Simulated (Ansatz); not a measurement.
# AlCl₃H₃N: up Jacob's ladder to CCSD(T)

An exercise on one series of results from a longer session: the logs are not shown, and one member is left open.

Computed with Ansatz 0.2.0, Gaussian basis. Level: functionals in def2-TZVPP, the program's frozen cores in correlated methods.

Levels to be run: LDA (SPW92), PBE-D4, revPBE-D4, BLYP-D4, r2SCAN-D4, B97M-V, PBE0-D4, B3LYP-D4, r2SCANh-D4, r2SCAN0-D4, HSE06-D4, BHLYP-D4, CAM-B3LYP-D4, LC-ωPBE, ωB97X-V, ωB97M-V, B2PLYP, PBE-QIDH; CCSD(T)/def2-SVP; CCSD(T)/def2-TZVPP; MP2/def2-QZVPP; extrapolation to the limit; RPA on PBE.

## The relaxed structure

The geometry comes from an earlier relaxation with PBE0-D4 in a triple-zeta def2 set; it is a stationary point, not always the lowest conformer.

8 atoms, charge 0, spin multiplicity 1.

Atoms are counted from 1 here; the program's logs count them from 0.

Bond lengths: N1–Al2 1.997 Å, N1–H6 1.016 Å, N1–H7 1.016 Å, N1–H8 1.016 Å, Al2–Cl3 2.111 Å, Al2–Cl4 2.111 Å, Al2–Cl5 2.111 Å. Angles: Al2–N1–H6 110.8°, Al2–N1–H7 110.8°, Al2–N1–H8 110.8°, H6–N1–H7 108.1°, H6–N1–H8 108.1°, H7–N1–H8 108.1°, N1–Al2–Cl3 101.0°, N1–Al2–Cl4 101.0°, N1–Al2–Cl5 101.0°, Cl3–Al2–Cl4 116.5°, Cl3–Al2–Cl5 116.4°, Cl4–Al2–Cl5 116.4°.

Set-up of the first run:

Contents of in.yaml:

```yaml
crystal:
  periodic: [false, false, false]
  atoms:
    - {symbol: N, position_ang: [-0.688690, -0.243721, 0.686926]}
    - {symbol: Al, position_ang: [0.690230, 0.222040, -0.679825]}
    - {symbol: Cl, position_ang: [2.132368, -1.278279, -0.324299]}
    - {symbol: Cl, position_ang: [-0.431648, 0.046484, -2.459636]}
    - {symbol: Cl, position_ang: [1.204458, 2.180348, -0.081697]}
    - {symbol: H, position_ang: [-0.296790, -0.203372, 1.623846]}
    - {symbol: H, position_ang: [-1.472098, 0.402418, 0.644480]}
    - {symbol: H, position_ang: [-1.045729, -1.183018, 0.534405]}
basis:
  gaussian: {orbitals: def2-TZVPP}
hamiltonian: {xc: lda}
output: {orbitals: {seedname: orbitals}}
```

Among the steps run: LDA; PBE-D4 (GGA); revPBE-D4 (GGA); BLYP-D4 (GGA); r2SCAN-D4 (meta-GGA); B97M-V (meta-GGA); PBE0-D4 (hybrid); B3LYP-D4 (hybrid); r2SCANh-D4 (hybrid); r2SCAN0-D4 (hybrid); HSE06-D4 (hybrid); BHLYP-D4 (hybrid); CAM-B3LYP-D4 (range-separated); LC-ωPBE-D4 (range-separated; the results give it without D4); ωB97X-V (range-separated); ωB97M-V (range-separated); B2PLYP (double hybrid); PBE-QIDH (double hybrid).

One table of the session follows, with a row left open; its other results are not shown here.

It belongs to the step «Frontier levels by functional». 

| functional | HOMO (eV) | gap (eV) |
| --- | --- | --- |
| LDA (SPW92) | -7.23 | 5.76 |
| PBE-D4 | -7.09 | 5.75 |
| revPBE-D4 | ? | ? |
| BLYP-D4 | -6.91 | 5.53 |
| r2SCAN-D4 | -7.47 | 6.84 |
| B97M-V | -7.54 | 6.40 |
| PBE0-D4 | -8.50 | 7.98 |
| B3LYP-D4 | -8.20 | 7.32 |
| r2SCANh-D4 | -7.98 | 7.59 |
| r2SCAN0-D4 | -8.75 | 8.70 |
| HSE06-D4 | -8.10 | 7.22 |
| BHLYP-D4 | -9.74 | 9.82 |
| CAM-B3LYP-D4 | -9.85 | 10.08 |
| LC-ωPBE | -11.32 | 12.89 |
| ωB97X-V | -10.92 | 12.27 |
| ωB97M-V | -10.75 | 11.65 |

Estimate the missing values for revPBE-D4.

As computed: HOMO (eV): -7.04; gap (eV): 5.77. In the column «HOMO (eV)» it lies between PBE-D4 (-7.09) and BLYP-D4 (-6.91).
